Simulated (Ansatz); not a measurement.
# CuSn3 in Ansatz: the effect of strain

The system is CuSn3.

```
CELL_PARAMETERS angstrom
-2.23990 2.23990 4.67588
2.23990 -2.23990 4.67588
2.23990 2.23990 -4.67588
ATOMIC_POSITIONS crystal
Sn 0.50000 0.50000 0.00000
Sn 0.25000 0.75000 0.50000
Sn 0.75000 0.25000 0.50000
Cu 0.00000 0.00000 0.00000
```

The cell comes from a database or a generator and needn't be the stable form of this composition.

Alike in all runs:

| Item | Value |
| --- | --- |
| Program | Ansatz 0.2.0 |
| Task | band structure |
| Functional | PBEsol |
| Potentials or basis | Ansatz PAW |
| Cutoff | 420 eV (not typed: the program's choice for these potentials) |
| k mesh | 7 × 7 × 7 |
| Occupations | fermi-dirac, width 0.05 eV |
| Spin | no spin polarisation |
| Kind of strain | uniaxial |
| Path | [["G", "X", "Y", "S", "G", "Z", "S1", "N", "P", "Y1", "Z"], ["X", "P"]] |
| Points for each segment of the path | 14 |

```tsv
strain	pressure (GPa)
-0.04	-1.8
-0.02	-2.9
-0.01	-3.4
0	-3.9
0.01	-4.3
0.02	-4.7
0.04	?
```

Problem. What does the run with strain 0.04 give?

Solution. Pressure -5.5 GPa.

Worked out: A straight line through the other rows of the pressure, of slope -48.4 GPa per unit of strain, extrapolates to -5.8 GPa, against the run's -5.5.

Caveats: the PAW data sets come from PBE, with cores solved anew for the run's functional, which leaves a small shift of forces and pressure.
